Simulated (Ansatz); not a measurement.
# CH₆ClFSi₂: small, medium and large basis sets

The task here is to estimate one member of a computed series from the others.

Method: one geometry, several basis sets; program: Ansatz 0.2.0, Gaussian basis.

Plan: PBE0-D4/def2-SVP; ωB97M-V/def2-SVP; PBE0-D4/def2-QZVPP; ωB97M-V/def2-QZVPP; the functionals' def2-TZVPP values are taken from earlier runs.

## The geometry

All runs share one geometry, relaxed beforehand with PBE0-D4 in a triple-zeta def2 set.

SMILES `F[SiH2]C[SiH2]Cl`, 11 atoms, charge 0, spin multiplicity 1.

Atoms are counted from 1 here; the program's logs count them from 0.

Bond lengths: F1–Si2 1.602 Å, Si2–C3 1.857 Å, Si2–H6 1.483 Å, Si2–H7 1.483 Å, C3–Si4 1.860 Å, C3–H8 1.096 Å, C3–H9 1.096 Å, Si4–Cl5 2.058 Å, Si4–H10 1.482 Å, Si4–H11 1.482 Å. Angles: F1–Si2–C3 109.1°, F1–Si2–H6 107.5°, F1–Si2–H7 107.5°, C3–Si2–H6 111.2°, C3–Si2–H7 111.1°, H6–Si2–H7 110.3°, Si2–C3–Si4 116.0°, Si2–C3–H8 108.5°, Si2–C3–H9 108.5°, Si4–C3–H8 108.0°, Si4–C3–H9 108.1°, H8–C3–H9 107.4°, C3–Si4–Cl5 109.7°, C3–Si4–H10 111.1°, C3–Si4–H11 111.1°, Cl5–Si4–H10 107.4°, Cl5–Si4–H11 107.4°, H10–Si4–H11 109.9°.

As a file:

```
F    -2.79041   -0.88964    0.26457
Si   -1.44606   -0.53557   -0.53069
C    -0.15359    0.02135    0.68074
Si    1.50019    0.47353   -0.04041
Cl    2.77685    1.05873    1.46411
H    -1.77073    0.53985   -1.49905
H    -1.01555   -1.76098   -1.24677
H     0.00317   -0.77839    1.41355
H    -0.53759    0.89265    1.22336
H     1.37868    1.60834   -0.98606
H     2.12034   -0.68688   -0.72276
```

Set-up of the first run:

in.yaml

```yaml
crystal:
  periodic: [false, false, false]
  atoms:
    - {symbol: F, position_ang: [-2.790409, -0.889636, 0.264569]}
    - {symbol: Si, position_ang: [-1.446065, -0.535567, -0.530686]}
    - {symbol: C, position_ang: [-0.153592, 0.021346, 0.680737]}
    - {symbol: Si, position_ang: [1.500193, 0.473533, -0.040408]}
    - {symbol: Cl, position_ang: [2.776852, 1.058731, 1.464110]}
    - {symbol: H, position_ang: [-1.770733, 0.539855, -1.499048]}
    - {symbol: H, position_ang: [-1.015554, -1.760982, -1.246767]}
    - {symbol: H, position_ang: [0.003174, -0.778389, 1.413552]}
    - {symbol: H, position_ang: [-0.537587, 0.892653, 1.223357]}
    - {symbol: H, position_ang: [1.378683, 1.608335, -0.986057]}
    - {symbol: H, position_ang: [2.120338, -0.686879, -0.722760]}
basis:
  gaussian: {orbitals: def2-SVP}
hamiltonian: {xc: pbe0, dispersion: d4}
output: {orbitals: {seedname: orbitals}}
```

Command:

```console
$ ansatz run in.yaml --threads 4 --pin off --events-out ev --progress --plain --max-ram 10444MiB
```

Steps of the session up to this table: PBE0-D4 in def2-SVP; ωB97M-V in def2-SVP; PBE0-D4 in def2-QZVPP; ωB97M-V in def2-QZVPP.

One table of the session follows, with a row left open; its other results are not shown here.

It belongs to the step «Density functionals: the series». 

```
functional       basis  HOMO (eV)
   PBE0-D4    def2-SVP      -8.78
   PBE0-D4  def2-TZVPP      -8.89
   PBE0-D4  def2-QZVPP      -8.92
   ωB97M-V    def2-SVP     -10.95
   ωB97M-V  def2-TZVPP     -11.10
   ωB97M-V  def2-QZVPP          ?
```

Q: Estimate the row for ωB97M-V, def2-QZVPP from the others.

The run gave: HOMO (eV): -11.13. In the column «HOMO (eV)» it is the lowest.
